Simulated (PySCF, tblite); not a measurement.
# C5H6F2: geometry, infrared bands and NMR shifts

Aim: predict the infrared bands and NMR shifts of C5H6F2 (`FCCC1=C(F)C1`).

The runs use tblite 0.8.0 and PySCF 2.14.0, with density-fitted response routines of our own; the level of theory stands in each step. All values are computed, except where a source is named. Atoms are numbered from 0 throughout.

### 1 The starting structure

13 atoms, charge 0, multiplicity 1; geometry from: force field or distance geometry start.

Bonds of the start (Å): F0–C1 1.38, C1–C2 1.52, C2–C3 1.49, C3–C4 1.35, C4–F5 1.37, C4–C6 1.50, C6–C3 1.49, C1–H7 1.11, C1–H8 1.09, C2–H9 1.12, C2–H10 1.11, C6–H11 1.11, C6–H12 1.09.

### 2 Optimising the geometry with GFN2-xTB

Job settings and geometry (Å):

```
{"job": {"kind": "relax", "xc": "GFN2-xTB", "basis": "xTB"}, "charge": 0, "multiplicity": 1}
F     -3.025100     0.168300     0.158000
C     -1.748900     0.330400    -0.352300
C     -0.785200    -0.257700     0.671800
C      0.623900    -0.122400     0.199600
C      1.837100     0.385100     0.500600
F      2.621400     1.125800     1.343900
C      1.720300    -0.407500    -0.773400
H     -1.468100     1.393100    -0.499800
H     -1.685600    -0.244700    -1.272500
H     -1.041500    -1.343900     0.776900
H     -0.942200     0.214600     1.659300
H      2.095200    -1.456100    -0.766500
H      1.794400     0.215500    -1.663400
```

Command:

```console
$ OMP_NUM_THREADS=1 python probes_run.py task.json out
```

This one command runs all jobs of the session in turn.

**Question.** This job is followed by: GFN2-xTB harmonic vibrations, gas phase; GIAO PBE0/pcSseg-1 NMR shielding, non-relativistic, gas phase. Predict these results of the whole session: strongest single infrared mode (GFN2-xTB); zero-point energy (GFN2-xTB); ¹³C shifts against TMS (PBE0/pcSseg-1); ¹H shifts against TMS (PBE0/pcSseg-1, means over atoms taken as alike); ¹⁹F shifts against CFCl3 (PBE0/pcSseg-1).

The runs gave:

| quantity | value |
| --- | --- |
| strongest single infrared mode (GFN2-xTB) | 1284 cm⁻¹, 113 km/mol |
| zero-point energy (GFN2-xTB) | 60.5 kcal/mol |
| ¹³C shifts against TMS (PBE0/pcSseg-1) | 153.6, 84.1, 79.7, 28.8, 22.8 ppm |
| ¹H shifts against TMS (PBE0/pcSseg-1, means over atoms taken as alike) | 4.84, 2.89, 1.81 ppm |
| ¹⁹F shifts against CFCl3 (PBE0/pcSseg-1) | -154.0, -248.4 ppm |

**Reading.** The optimisation took 62 steps and gained 0.397 eV; among the close pairs (by a distance rule), C3–C4 changed most, from 1.349 to 1.294 Å. All 33 modes are real, so the xTB geometry is a minimum. The strongest single mode, at 1284 cm⁻¹, has its largest shares on C4, H7, C3 and C2 (the list is cut at 4 atoms). GFN2-xTB is a fitted tight-binding method: band positions and strengths are rough. Its intensities can rank the bands wrongly. H7, H8 (mean) (hydrogen on an sp3 CH2 bonded to F) lies farthest downfield among hydrogen, at 4.84 ppm; its carbon carries F, which withdraws density. At PBE0/pcSseg-1: Shielding is most anisotropic at F5 (span 322 ppm, paramagnetic term -147 ppm).
